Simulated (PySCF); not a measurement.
**NaZn⁺ at other levels of theory**

Starting from one script, swap the method and compare what comes out for NaZn⁺.

Program: PySCF 2.14.0. Level of theory: method and basis as typed in the scripts. These are calculated values, not measurements.

3 further runs of the same task are left out: 3 that didn't finish.

### Step 1. Where the work starts

NaZn⁺: 2 atoms, charge 1, spin multiplicity 1.

Bond lengths: Na1–Zn2 2.865 Å.

### Step 2. The run that the others are compared with

input.py reads:

```python
from pyscf import gto, scf, mp

mol = gto.M(
    atom='Na 0 0 0; Zn 0 0 2.865',
    basis='def2-svp',
    charge=1,
    spin=0,
    symmetry=True,
    verbose=4,
)
mf = scf.RHF(mol)
mf.kernel()
mp.MP2(mf, frozen=6).kernel()
mf.dip_moment()
print('orbital energies (hartree):', mf.mo_energy[..., max(0, mol.nelec[1]-3):mol.nelec[0]+3].round(4))
```

Started as:

```sh
> OMP_NUM_THREADS=1 python input.py
```

The log of this run is left out.

It gives: E(SCF) = -1939.187951 Eh, 8 cycles, E(MP2) − E(SCF) = -0.35510 Eh.

The bond length is a typed value, not an optimised one. The dipole of an ion depends on the origin.

### Step 3. ROHF

Edit 1 changes SCF type: RHF → ROHF.

input.py reads:

```python
from pyscf import gto, scf, mp

mol = gto.M(
    atom='Na 0 0 0; Zn 0 0 2.865',
    basis='def2-svp',
    charge=1,
    spin=0,
    symmetry=True,
    verbose=4,
)
mf = scf.ROHF(mol)
mf.kernel()
mp.MP2(mf, frozen=6).kernel()
mf.dip_moment()
print('orbital energies (hartree):', mf.mo_energy[..., max(0, mol.nelec[1]-3):mol.nelec[0]+3].round(4))
```

Started as:

```sh
> OMP_NUM_THREADS=1 python input.py
```

### Step 4. SCF alone

Edit 2 changes step after the SCF: mp2 → none.

input.py: that of step 2 with these lines changed.

```diff
@@ -1,2 +1,2 @@
-from pyscf import gto, scf, mp
+from pyscf import gto, scf
 
@@ -12,3 +12,2 @@
 mf.kernel()
-mp.MP2(mf, frozen=6).kernel()
 mf.dip_moment()
```

### Step 5. TDHF

Edit 3 changes step after the SCF: mp2 → tddft; number of roots: none → 3.

input.py: that of step 2 with these lines changed.

```diff
@@ -1,2 +1,2 @@
-from pyscf import gto, scf, mp
+from pyscf import gto, scf, tdscf
 
@@ -12,3 +12,6 @@
 mf.kernel()
-mp.MP2(mf, frozen=6).kernel()
+td = tdscf.TDHF(mf)
+td.nstates = 3
+td.kernel()
+td.analyze()
 mf.dip_moment()
```

Before running it: what results should come out? Wanted: for each run, E(SCF); from base; gap; after the SCF.

As calculated:

```tsv
run	E(SCF) (hartree)	from base (eV)	cycles	gap (eV)	after the SCF
base	-1939.187951	0	8	8.81	MP2 correlation -9.663 eV, core frozen
ROHF	-1939.187951	0.0000	8	n/a	MP2 correlation -9.663 eV, core frozen
SCF alone	-1939.187951	0.0000	8	8.81	n/a
TDHF	-1939.187951	0.0000	8	8.81	lowest root found 4.80 eV
```

In words: No change of the SCF energy comes from ROHF.
